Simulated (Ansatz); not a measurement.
# MgCd2TeSe2: the cost of one run

Method: DFT PBE, scalar-relativistic, plane waves, PAW, in Ansatz 0.2.0.

## Step 1: The structure to begin with

It takes space group P-3m1 (No. 164, trigonal). The conventional cell has a = 4.373 Å, b = 4.373 Å, c = 9.749 Å, α = 90.00°, β = 90.00°, γ = 120.00°. Mg (site symmetry -3m) is surrounded by 2 Se at 2.76 Å. Cd (site symmetry 3m) is surrounded by 3 Te at 2.53 Å and 3 Cd at 2.56 Å. Te (site symmetry -3m) is surrounded by 2 Se at 2.12 Å and 6 Cd at 2.53 Å. Se (site symmetry 3m) has 1 Te at 2.12 Å and 1 Mg at 2.76 Å as nearest neighbours.

Coordinates:

```
CELL_PARAMETERS angstrom
4.37274 0.00000 0.00000
-2.18637 3.78691 0.00000
0.00000 0.00000 9.74924
ATOMIC_POSITIONS crystal
Mg 0.00000 0.00000 0.50000
Cd 0.33333 0.66667 0.97732
Cd 0.66667 0.33333 0.02268
Te 0.00000 0.00000 0.00000
Se 0.00000 0.00000 0.78301
Se 0.00000 0.00000 0.21699
```

Recipe of the guess: random cell by space group and Wyckoff sites (P-3m1, No. 164). Its size is a rough estimate.

## Step 2: A first look at the guess

Contents of input.yaml:

```yaml
crystal:
  lattice:
    - [4.37274461, 0.0, 0.0]
    - [-2.1863723, 3.78690792, 0.0]
    - [0.0, 0.0, 9.74924093]
  atoms:
    - { symbol: Mg, position: [0.0, 0.0, 0.5] }
    - { symbol: Cd, position: [0.33333333, 0.66666667, 0.97731734] }
    - { symbol: Cd, position: [0.66666667, 0.33333333, 0.02268266] }
    - { symbol: Te, position: [0.0, 0.0, 0.0] }
    - { symbol: Se, position: [0.0, 0.0, 0.78300836] }
    - { symbol: Se, position: [0.0, 0.0, 0.21699164] }
basis:
  ecutwfc: 420
kpoints:
  mp_grid: { grid: [6, 6, 2] }
hamiltonian:
  xc: pbe
scf:
  occupations: { method: gaussian, width: 0.1 }
  lower_state_search: "off"
output:
  forces: true
  stress: true
  eigenvalues: true
```

On the command line:

```bash
> ansatz run input.yaml --threads 1 --pin off --max-ram 2560MiB --backend cpu --events-out ev --progress --plain --runs-dir out
```

Q: Estimate wall time and peak memory on 1 thread of Arm Neoverse V2, shared host.

About 8.2 s, with a peak of 0.47 GiB.
